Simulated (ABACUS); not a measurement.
# HPbNO4 (P1) in ABACUS: a series of runs

Runs on HPbNO4. Level: PBE. Tasks: single point.

All numbers are computed with ABACUS 3.10.1; they aren't measurements. Logs are shortened: lines on timing, memory, paths and dates and some standing lists are left out, and cuts for length are marked.

**1. The crystal as given**

The typed cell holds 7 atoms: a = 4.275 Å, b = 5.609 Å, c = 5.670 Å, α = 100.02°, β = 111.92°, γ = 111.82°.

The cell was built by a generator and needn't be a form met in nature.

**2. Single point, PBE**

INPUT reads:

```
INPUT_PARAMETERS
suffix              HPbNO4
calculation         scf
basis_type          lcao
pseudo_dir          ./
orbital_dir         ./
symmetry            1
dft_functional      pbe
ecutwfc             100
pseudo_rcut         7
nspin               1
nbands              33
ks_solver           genelpa
smearing_method     fd
smearing_sigma      0.00367493
scf_thr             1e-07
scf_nmax            100
mixing_type         broyden
mixing_beta         0.7
cal_force           1
cal_stress          1
out_mul             1
out_chg             1
```

STRU reads:

```
ATOMIC_SPECIES
H 1.0080 H.upf
Pb 207.2000 Pb.upf
N 14.0070 N.upf
O 15.9990 O.upf

NUMERICAL_ORBITAL
H_confined-atom_6au_2s1p.orb
Pb_confined-atom_8au_2s2p2d.orb
N_confined-atom_6au_2s2p1d.orb
O_confined-atom_6au_2s2p1d.orb

LATTICE_CONSTANT
1.8897261246

LATTICE_VECTORS
4.2753100000 -0.0004000000 0.0063600000
-2.0839900000 5.2077500000 -0.0490700000
-2.1237700000 -1.8657400000 4.9149100000

ATOMIC_POSITIONS
Direct

H
0.0
1
0.9907300000 0.0333000000 0.9099400000 1 1 1

Pb
0.0
1
0.5027400000 0.8198900000 0.1428700000 1 1 1

N
0.0
1
0.0083800000 0.4740800000 0.5026500000 1 1 1

O
0.0
4
0.9981600000 0.9274100000 0.0287700000 1 1 1
0.1946700000 0.7343500000 0.6085200000 1 1 1
0.8167300000 0.3588200000 0.2455600000 1 1 1
0.0138100000 0.3312100000 0.6521700000 1 1 1
```

KPT reads:

```
K_POINTS
0
Gamma
5 4 4 0 0 0
```

Potentials or basis: PseudoDojo NC FR 0.4 PBE standard, DZP LCAO (the cutoffs set its grid).

Started as:

```bash
$ OMP_NUM_THREADS=1 mpirun -np 4 abacus > log
```

running log:

```text
ABACUS v3.10.1

               Atomic-orbital Based Ab-initio Computation at UStc

 ------------------------------------------------------------------------------------

 READING GENERAL INFORMATION
                           global_out_dir = OUT.HPbNO4/
                           global_in_card = INPUT
                               pseudo_dir = ./
                              orbital_dir = ./
                                    DSIZE = 4
                                    GSIZE = 1

 READING UNITCELL INFORMATION
                                    ntype = 4
                  lattice constant (Bohr) = 1.88973
              lattice constant (Angstrom) = 1

 READING ATOM TYPE 1
                               atom label = H
                      L=0, number of zeta = 2
                      L=1, number of zeta = 1
             number of atom for this type = 1

 READING ATOM TYPE 2
                               atom label = Pb
                      L=0, number of zeta = 2
                      L=1, number of zeta = 2
                      L=2, number of zeta = 2
             number of atom for this type = 1

 READING ATOM TYPE 3
                               atom label = N
                      L=0, number of zeta = 2
                      L=1, number of zeta = 2
                      L=2, number of zeta = 1
             number of atom for this type = 1

 READING ATOM TYPE 4
                               atom label = O
                      L=0, number of zeta = 2
                      L=1, number of zeta = 2
                      L=2, number of zeta = 1
             number of atom for this type = 4

                        TOTAL ATOM NUMBER = 7
DIRECT COORDINATES
    atom                   x                   y                   z     mag                  vx                  vy                  vz
taud_H1            0.9907300000        0.0333000000        0.9099400000  0.0000        0.0000000000        0.0000000000        0.0000000000
taud_Pb1            0.5027400000        0.8198900000        0.1428700000  0.0000        0.0000000000        0.0000000000        0.0000000000
taud_N1            0.0083800000        0.4740800000        0.5026500000  0.0000        0.0000000000        0.0000000000        0.0000000000
taud_O1            0.9981600000        0.9274100000        0.0287700000  0.0000        0.0000000000        0.0000000000        0.0000000000
taud_O2            0.1946700000        0.7343500000        0.6085200000  0.0000        0.0000000000        0.0000000000        0.0000000000
taud_O3            0.8167300000        0.3588200000        0.2455600000  0.0000        0.0000000000        0.0000000000        0.0000000000
[... 259 lines left out ...]

Find the coordinate range of the input atom(unit:lat0).
                                  min_tau = [ -31.7, -22.7, -14.8 ]
                                  max_tau = [ 32, 26, 19.4 ]
                                BoxNumber = [ 9, 7, 7 ]

 SETUP EXTENDED REAL SPACE GRID FOR GRID INTEGRATION
                          real space grid = [ 54, 72, 72 ]
                 big cell numbers in grid = [ 18, 24, 24 ]
             meshcell numbers in big cell = [ 3, 3, 3 ]
                        extended fft grid = [ 22, 21, 21 ]
                dimension of extened grid = [ 63, 67, 67 ]
                            UnitCellTotal = 45
              Atom number in sub-FFT-grid = 7
    Local orbitals number in sub-FFT-grid = 88
                                ParaV.nnr = 29820
                                 init_chg = atomic

 LCAO ALGORITHM --------------- ION=   1  ELEC=   1--------------------------------

 Density error is 0.127201354489
----------------------------------------------------------
     Energy           Rydberg                 eV
----------------------------------------------------------
 E_KohnSham     -293.7004083951      -3995.9990591000
 E_Harris       -288.6913807654      -3927.8477418965
 E_Fermi        0.2666360740         3.6277698994
----------------------------------------------------------
[... 135 lines left out ...]
 Density error is 4.3383379208e-08
----------------------------------------------------------
     Energy           Rydberg                 eV
----------------------------------------------------------
 E_KohnSham     -294.2343972600      -4003.2643503311
 E_KS(sigma->0) -294.2343972600      -4003.2643503311
 E_Harris       -294.2343973003      -4003.2643508797
 E_band         -23.6230277606       -321.4077815569
 E_one_elec     -154.3802842746      -2100.4515249938
 E_Hartree      98.9990869964        1346.9516799493
 E_xc           -79.6536044378       -1083.7428865918
 E_Ewald        -159.1995955441      -2166.0216186947
 E_entropy(-TS) -0.0000000000        -0.0000000000
 E_descf        0.0000000000         0.0000000000
 E_exx          0.0000000000         0.0000000000
 E_Fermi        0.2875367274         3.9121378764
----------------------------------------------------------

 charge density convergence is achieved
 final etot is -4003.2643503 eV
 EFERMI = 3.9121378764 eV

 STATE ENERGY(eV) AND OCCUPATIONS    NSPIN == 1
 1/42 kpoint (Cartesian) = 0.0000 0.0000 0.0000 (3110 pws)
       1       -23.6580      0.0250000
       2       -18.1567      0.0250000
       3       -18.1359      0.0250000
       4       -15.1832      0.0250000
       5       -12.6618      0.0250000
       6       -12.6585      0.0250000
[... 200 lines left out ...]
      32        15.5957        0.00000
      33        16.0655        0.00000

[... levels at 36 further k points ...]

 correction force for each atom along direction 1 is 5.29799e-07
 correction force for each atom along direction 2 is 1.50329e-06
 correction force for each atom along direction 3 is 1.43942e-06
------------------------------------------------------------------------------------------
 TOTAL-FORCE (eV/Angstrom)
------------------------------------------------------------------------------------------
                        H1         0.0005480303         0.6699440663        -0.5068618464
                       Pb1        -0.0045175656        -0.2805632050         0.2014878059
                        N1        -0.0013831077        -0.1101202474         0.0784281487
                        O1         0.0047448425        -0.4637926099         0.3632029879
                        O2         0.0338752406         1.3969723475         0.5053371081
                        O3        -0.0371682192        -0.0289989363        -1.4719575662
                        O4         0.0039007791        -1.1834414153         0.8303633621
------------------------------------------------------------------------------------------

----------------------------------------------------------------
 TOTAL-STRESS (KBAR)
----------------------------------------------------------------
        14.1043697058         0.6146925659         1.0481960487
         0.6146925659        46.9882099929        -6.0915985232
         1.0481960487        -6.0915985232        43.6088183298
----------------------------------------------------------------
 TOTAL-PRESSURE: 34.900466 KBAR

 --------------------------------------------
 !FINAL_ETOT_IS -4003.2643503310746382 eV
 --------------------------------------------
```

Wall time 14 s (4 MPI ranks of Intel Xeon 6975P-C (Granite Rapids), shared host); peak memory 0.68 GiB.

What came out:

| Item | Value |
| --- | --- |
| Free energy | -4003.2644 eV |
| Pressure | 3.5 GPa |
| Largest force | 1.486 eV/Å |
| Band gap on the k mesh | 2.90 eV, indirect (least direct gap 3.12 eV) |
| Mulliken charges | H -0.20; Pb +1.08; N +0.13; O -0.29, -0.23, -0.27 e |

Forces in eV/Å, atoms in the order of the input:
```
H    0.001  0.670 -0.507
Pb  -0.005 -0.281  0.201
N   -0.001 -0.110  0.078
O    0.005 -0.464  0.363
O    0.034  1.397  0.505
O   -0.037 -0.029 -1.472
O    0.004 -1.183  0.830
```

Levels at points of the mesh, in eV from the valence-band top:
```csv
k point,band 19,band 20,band 21,band 22,band 23,band 24,band 25,band 26
"(0.00, 0.00, 0.00)",-1.95,-1.94,-0.84,-0.27,3.38,4.53,5.21,6.56
"(0.00, 0.50, 0.00)",-1.50,-1.41,-0.88,-0.66,3.23,4.17,4.85,7.51
"(0.00, 0.00, 0.50)",-1.50,-1.42,-0.85,-0.68,3.24,4.06,4.98,7.48
"(0.00, 0.50, 0.50)",-1.74,-1.55,-0.78,-0.50,3.16,3.61,5.38,7.73
```

Caveat: the atomic orbitals were generated for these runs and aren't a published set; Mulliken charges move with the basis; spin-orbit coupling is left out, which as a rule narrows the gap of such compounds by several tenths of an eV; an odd mesh through Γ misses points on the zone boundary, where band edges often lie; the basis of atomic orbitals isn't converged, which shifts pressures, moduli and gaps; forces of over 1 eV/Å show positions far from the minimum, so gaps and moduli don't describe the material at rest.

**3. Single point, PBE, spin-orbit coupling, no magnetisation**

INPUT reads:

```
INPUT_PARAMETERS
suffix              HPbNO4
calculation         scf
basis_type          lcao
pseudo_dir          ./
orbital_dir         ./
symmetry            0
dft_functional      pbe
ecutwfc             100
pseudo_rcut         7
nspin               4
nbands              66
ks_solver           genelpa
smearing_method     fd
smearing_sigma      0.00367493
scf_thr             1e-07
scf_nmax            100
mixing_type         broyden
mixing_beta         0.4
cal_force           1
cal_stress          1
noncolin            0
lspinorb            1
out_mul             1
out_chg             1
out_pot             2
out_elf             0
```

STRU is that of step 2.

KPT is that of step 2.

Potentials or basis: PseudoDojo NC FR 0.4 PBE standard, DZP LCAO (the cutoffs set its grid).

Started as:

```bash
$ OMP_NUM_THREADS=1 mpirun -np 4 abacus > log
```

running log:

```text
ABACUS v3.10.1

               Atomic-orbital Based Ab-initio Computation at UStc

 ------------------------------------------------------------------------------------

 READING GENERAL INFORMATION
                           global_out_dir = OUT.HPbNO4/
                           global_in_card = INPUT
                               pseudo_dir = ./
                              orbital_dir = ./
                                    DSIZE = 4
                                    GSIZE = 1

 READING UNITCELL INFORMATION
                                    ntype = 4
                  lattice constant (Bohr) = 1.88973
              lattice constant (Angstrom) = 1

 READING ATOM TYPE 1
                               atom label = H
                      L=0, number of zeta = 2
                      L=1, number of zeta = 1
             number of atom for this type = 1
               magnetization of element 1 = [ 0, 0, 0 ]

 READING ATOM TYPE 2
                               atom label = Pb
                      L=0, number of zeta = 2
                      L=1, number of zeta = 2
                      L=2, number of zeta = 2
             number of atom for this type = 1
               magnetization of element 2 = [ 0, 0, 0 ]

 READING ATOM TYPE 3
                               atom label = N
                      L=0, number of zeta = 2
                      L=1, number of zeta = 2
                      L=2, number of zeta = 1
             number of atom for this type = 1
[... 484 lines left out ...]
       3       -18.1643      0.0125000
       4       -18.1643      0.0125000
       5       -18.1419      0.0125000
       6       -18.1419      0.0125000
[... 398 lines left out ...]
      65        16.1607        0.00000
      66        16.2214        0.00000

[... levels at 74 further k points ...]

-------------------------------------------------------------------------------------------
       Total Magnetism (uB)                    x                    y                    z
-------------------------------------------------------------------------------------------
                         H1         0.0000000000         0.0000000000         0.0000000000
                        Pb1         0.0000000000         0.0000000000         0.0000000000
                         N1         0.0000000000         0.0000000000         0.0000000000
                         O1         0.0000000000         0.0000000000         0.0000000000
                         O2         0.0000000000         0.0000000000         0.0000000000
                         O3         0.0000000000         0.0000000000         0.0000000000
                         O4         0.0000000000         0.0000000000         0.0000000000
-------------------------------------------------------------------------------------------

-------------------------------------------------------------------------------------------
       Total Magnetism (uB)       Magnitude (uB)       Polar (degree)     Azimuth (degree)
-------------------------------------------------------------------------------------------
                         H1         0.0000000000                 -nan         0.0000000000
                        Pb1         0.0000000000                 -nan         0.0000000000
                         N1         0.0000000000                 -nan         0.0000000000
                         O1         0.0000000000                 -nan         0.0000000000
                         O2         0.0000000000                 -nan         0.0000000000
                         O3         0.0000000000                 -nan         0.0000000000
                         O4         0.0000000000                 -nan         0.0000000000
-------------------------------------------------------------------------------------------

 correction force for each atom along direction 1 is 5.28454e-07
 correction force for each atom along direction 2 is 1.51371e-06
 correction force for each atom along direction 3 is 1.42482e-06
------------------------------------------------------------------------------------------
 TOTAL-FORCE (eV/Angstrom)
------------------------------------------------------------------------------------------
                        H1         0.0003965622         0.6821298637        -0.5163985964
                       Pb1        -0.0041212914        -0.2761621020         0.1980761842
                        N1        -0.0013543538        -0.1222360465         0.0877952520
                        O1         0.0044598109        -0.4787842300         0.3743053401
                        O2         0.0338321731         1.4023061088         0.5042436857
                        O3        -0.0371157907        -0.0265209969        -1.4767226299
                        O4         0.0039028896        -1.1807325971         0.8287007642
------------------------------------------------------------------------------------------

----------------------------------------------------------------
 TOTAL-STRESS (KBAR)
----------------------------------------------------------------
        13.7730943232         0.6054167387         1.0527635691
         0.6054167387        46.7880814426        -6.2394440306
         1.0527635691        -6.2394440306        43.2814374544
----------------------------------------------------------------
 TOTAL-PRESSURE: 34.614204 KBAR

 --------------------------------------------
 !FINAL_ETOT_IS -4003.5879290832476727 eV
 --------------------------------------------
```

mulliken.txt:

```text
 0
CALCULATE THE MULLIkEN ANALYSIS FOR EACH ATOM
 Total charge:	44
Decomposed Mulliken populations
0                              Zeta of H              Spin 1              Spin 2              Spin 3              Spin 4
s                                      0              0.9991              0.0000              0.0000              0.0000
s                                      1              0.0287              0.0000              0.0000              0.0000
SUM OVER M+Zeta                                       1.0277              0.0000              0.0000              0.0000

pz                                     0              0.0572              0.0000              0.0000              0.0000
px                                     0              0.0421              0.0000              0.0000              0.0000
py                                     0              0.0689              0.0000              0.0000              0.0000
SUM OVER M                                            0.1682              0.0000              0.0000              0.0000
SUM OVER M+Zeta                                       0.1682              0.0000              0.0000              0.0000
[... 181 lines left out ...]
SUM OVER M+Zeta+L                                     6.2688              0.0000              0.0000              0.0000

Total Charge on atom:                  O              6.2688
Total Magnetism on atom:               O              0.0000              0.0000              0.0000
```

It took 50 s on 4 MPI ranks of Intel Xeon 6975P-C (Granite Rapids), shared host; peak memory 1.1 GiB.

What came out:

```
Free energy            : -4003.5879 eV
Pressure               : 3.5 GPa
Largest force          : 1.491 eV/Å
Band gap on the k mesh : 2.81 eV, indirect (least direct gap 3.02 eV)
Mulliken charges       : H -0.20; Pb +1.07; N +0.13; O -0.28, -0.23, -0.27 e
```

Forces in eV/Å, atoms in the order of the input:
```
H    0.000  0.682 -0.516
Pb  -0.004 -0.276  0.198
N   -0.001 -0.122  0.088
O    0.004 -0.479  0.374
O    0.034  1.402  0.504
O   -0.037 -0.027 -1.477
O    0.004 -1.181  0.829
```

Stress tensor (GPa, compression positive):
```
 1.38  0.06  0.11
 0.06  4.68 -0.62
 0.11 -0.62  4.33
```

Levels at points of the mesh, in eV from the valence-band top:
| k point | band 42 | band 43 | band 44 | band 45 | band 46 | band 47 |
| --- | --- | --- | --- | --- | --- | --- |
| (0.00, 0.00, 0.00) | -0.86 | -0.30 | -0.30 | 3.36 | 3.36 | 4.09 |
| (0.00, 0.50, 0.00) | -0.89 | -0.70 | -0.70 | 3.21 | 3.21 | 3.80 |
| (0.00, 0.00, 0.50) | -0.87 | -0.71 | -0.71 | 3.22 | 3.22 | 3.74 |
| (0.00, 0.50, 0.50) | -0.80 | -0.54 | -0.54 | 3.14 | 3.14 | 3.40 |

Caveat: the atomic orbitals were generated for these runs and aren't a published set; Mulliken charges move with the basis; an odd mesh through Γ misses points on the zone boundary, where band edges often lie; the basis of atomic orbitals isn't converged, which shifts pressures, moduli and gaps; forces of over 1 eV/Å show positions far from the minimum, so gaps and moduli don't describe the material at rest. A hybrid or GW would open this gap; PBE tends to underestimate it.

[end of part 1 of 2]
